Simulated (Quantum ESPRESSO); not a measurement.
A run of Quantum ESPRESSO 7.5 is set up as follows.

The input pw.in:

```
&CONTROL
  calculation = 'scf'
  prefix = 'pwscf'
  outdir = './tmp'
  pseudo_dir = './pseudo'
  tprnfor = .true.
  tstress = .true.
  disk_io = 'nowf'
/
&SYSTEM
  ibrav = 0
  nat = 1
  ntyp = 1
  ecutwfc = 56
  ecutrho = 448
  nbnd = 16
  occupations = 'smearing'
  smearing = 'mp'
  degauss = 0.00734986
/
&ELECTRONS
  conv_thr = 2d-10
  electron_maxstep = 120
  mixing_beta = 0.5
/
ATOMIC_SPECIES
Cu    63.5460 cu_pbesol_v1.2.uspp.F.UPF
CELL_PARAMETERS angstrom
  -1.6400000000    1.6400000000    1.2250000000
   1.6400000000   -1.6400000000    1.2250000000
   1.6400000000    1.6400000000   -1.2250000000
ATOMIC_POSITIONS crystal
Cu     0.0000000000    0.0000000000    0.0000000000
K_POINTS automatic
16 16 20 0 0 0
```

Potentials or basis: GBRV 1.5 PBEsol.

Launch:

```console
$ OMP_NUM_THREADS=1 pw.x -in pw.in > pw.out
```

(1) What does it give for the pressure?

(2) Estimate the band gap on the k mesh.

Results:

(1) -13.8 GPa.

(2) none (metal or under the smearing width).
